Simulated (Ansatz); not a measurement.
**FGeH2O2 radical: a ladder of functionals and wavefunction methods**

How much do the methods differ for FGeH2O2 radical? The plan is to run it at one geometry with functionals of several rungs and with coupled cluster, and see how far each lands from CCSD(T) at the basis-set limit for the atomisation energy.

The runs use Ansatz 0.2.0, Gaussian basis; functionals in def2-TZVPP, the program's frozen cores in correlated methods.

Levels to be run: LDA (SPW92), PBE-D4, revPBE-D4, BLYP-D4, r2SCAN-D4, B97M-V, PBE0-D4, B3LYP-D4, r2SCANh-D4, r2SCAN0-D4, HSE06-D4, BHLYP-D4, CAM-B3LYP-D4, LC-ωPBE, ωB97X-V, ωB97M-V, B2PLYP, PBE-QIDH; CCSD(T)/def2-SVP; CCSD(T)/def2-TZVPP; MP2/def2-QZVPP; extrapolation to the limit; RPA on PBE.

## 1. Structure used throughout

An earlier PBE0-D4 in a triple-zeta def2 set relaxation fixed the geometry.

6 atoms, charge 0, spin multiplicity 2.

Atoms are counted from 1 here; the program's logs count them from 0.

Bond lengths: O1–Ge2 1.765 Å, O1–H5 0.962 Å, Ge2–O3 1.765 Å, Ge2–F4 1.751 Å, O3–H6 0.962 Å. Angles: Ge2–O1–H5 112.5°, O1–Ge2–O3 103.2°, O1–Ge2–F4 108.4°, O3–Ge2–F4 108.2°, Ge2–O3–H6 112.4°.

## 2. LDA

This LDA is Slater exchange with PW92 correlation.

in.yaml reads:

```yaml
crystal:
  periodic: [false, false, false]
  atoms:
    - {symbol: O, position_ang: [-0.639754, 1.341488, -0.464064]}
    - {symbol: Ge, position_ang: [0.211372, -0.204776, -0.465624]}
    - {symbol: O, position_ang: [1.220457, -0.112458, 0.979163]}
    - {symbol: F, position_ang: [-0.962196, -1.482700, -0.231541]}
    - {symbol: H, position_ang: [-1.362661, 1.364180, -1.098200]}
    - {symbol: H, position_ang: [1.574882, -0.969634, 1.234066]}
basis:
  gaussian: {orbitals: def2-TZVPP}
magnetization: {spin_polarized: true, initial_magnetization: 1}
hamiltonian: {xc: lda}
output: {orbitals: {seedname: orbitals}}
```

On the command line:

```console
$ ansatz run in.yaml --threads 2 --pin off --events-out ev --progress --plain --max-ram 22528MiB --backend cpu
```

Further steps of the session: PBE-D4 (GGA); revPBE-D4 (GGA); BLYP-D4 (GGA); r2SCAN-D4 (meta-GGA); B97M-V (meta-GGA); B3LYP-D4 (hybrid); r2SCANh-D4 (hybrid); r2SCAN0-D4 (hybrid); HSE06-D4 (hybrid); BHLYP-D4 (hybrid); CAM-B3LYP-D4 (range-separated); LC-ωPBE (range-separated); ωB97X-V (range-separated); ωB97M-V (range-separated); B2PLYP (double hybrid); PBE-QIDH (double hybrid); CCSD(T) in def2-SVP; CCSD(T) in def2-TZVPP; MP2 in def2-QZVPP; RPA on PBE orbitals.

**Question.** What will the summary of the whole plan be? Wanted: atomisation energy, CCSD(T)/CBS; farthest beyond LDA; mean size of error, GGA; mean size of error, meta-GGA; mean size of error, hybrid; mean size of error, range-separated; mean size of error, double hybrid; gap, smallest and largest; T1 diagnostic.

**Answer**, as computed:

| quantity | value |
| --- | --- |
| atomisation energy, CCSD(T)/CBS | 505.0 kcal/mol |
| functionals within 5.0 kcal/mol (1.0 %) | BLYP-D4, r2SCAN-D4, B97M-V, CAM-B3LYP-D4, LC-ωPBE, ωB97X-V, ωB97M-V |
| farthest beyond LDA | BHLYP-D4 (-37.0 kcal/mol) |
| mean size of error, GGA | 7.2 kcal/mol |
| mean size of error, meta-GGA | 1.9 kcal/mol |
| mean size of error, hybrid | 14.7 kcal/mol |
| mean size of error, range-separated | 2.7 kcal/mol |
| mean size of error, double hybrid | 9.7 kcal/mol |
| gap, smallest and largest | 0.91 eV (LDA (SPW92)), 8.61 eV (LC-ωPBE) |
| T1 diagnostic | 0.0150 |
| triples share of the correlation energy | 3.4 % |

In words: The LDA atomisation energy is off by 96.3 kcal/mol (19 %): it overbinds. PBE-D4 is off by +13.2 kcal/mol. Double hybrids carry the basis error of their MP2 part in triple zeta, and no dispersion term here, so their miss is partly the set-up's. The rungs meta-GGA, range-separated miss on average by less than the doubt on the reference (5.0 kcal/mol), so they tie. The reference freezes the cores and leaves out relativity and excitations past (T), and its outer-core shells are covered unevenly, so misses under about 5.0 kcal/mol can't be ranked. Hartree-Fock recovers 64 % of the binding; the rest is correlation. CCSD(T) in def2-SVP is off by -49.0 kcal/mol, which most functionals beat. Orbital gaps span 0.9 to 8.6 eV; exact exchange widens them. Correlated methods include outer-core shells of Ge, which these sets cover unevenly.
